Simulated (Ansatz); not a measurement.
# LuTlS2: the cost of one run

Program: Ansatz 0.2.0. Level of theory: DFT PBEsol, all-electron LAPW, scalar-relativistic unless said. These are calculated values, not measurements.

## (1) The system as given

The structure is trigonal, space group R-3m (No. 166). Conventional cell: a = 3.872 Å, b = 3.872 Å, c = 22.187 Å, α = 90.00°, β = 90.00°, γ = 120.00°. Lu (site symmetry -3m) is surrounded by 6 S at 2.67 Å. Tl (site symmetry -3m) is surrounded by 6 S at 3.16 Å. S (site symmetry 3m) has 3 Lu at 2.67 Å and 3 Tl at 3.16 Å as nearest neighbours.

As a file:

```
Lu Tl S
1.0
     1.93621    1.11787    7.39567
    -1.93621    1.11787    7.39567
     0.00000   -2.23574    7.39567
Lu Tl S
1 1 2
Direct
  0.00000 0.00000 0.00000
  0.50000 0.50000 0.50000
  0.73254 0.73254 0.73254
  0.26746 0.26746 0.26746
```

Cartesian axes are those of the input's lattice vectors. The structure goes back to a database entry.

## (2) Reference run, fine mesh, LAPW

File input.yaml:

```yaml
crystal:
  lattice:
    - [1.93620556413, 1.11786880366, 7.39567394533]
    - [-1.93620556413, 1.11786880366, 7.39567394533]
    - [0.0, -2.23573760732, 7.39567394533]
  atoms:
    - { symbol: Lu, position: [0.0, 0.0, 0.0] }
    - { symbol: Tl, position: [0.5, 0.5, 0.5] }
    - { symbol: S, position: [0.732542679797, 0.732542679797, 0.732542679797] }
    - { symbol: S, position: [0.267457320203, 0.267457320203, 0.267457320203] }
kpoints:
  mp_grid: { grid: [8, 8, 8] }
scf:
  occupations: { method: fixed }
hamiltonian:
  xc: pbesol
  pseudopotentials: { kind: all_electron, lapw: { basis_error: 0.001 } }
output:
  forces: true
  stress: true
  eigenvalues: true
  eigenstates:
    nscf_kmesh: { grid: [12, 12, 12] }
    de_dk: true
    e_range: [-9, 11.02986169107]
checkpoint:
  write: ck
  write_wavefunctions: false
```

The run is started by

```console
ansatz run input.yaml --threads 1 --pin off --max-ram 3072MiB --backend cpu --events-out ev --progress --plain --runs-dir out
```

Q: Estimate wall time and peak memory on 1 thread of Intel Xeon 6975P-C (Granite Rapids), shared host.

About 98 s, with a peak of 0.8 GiB.
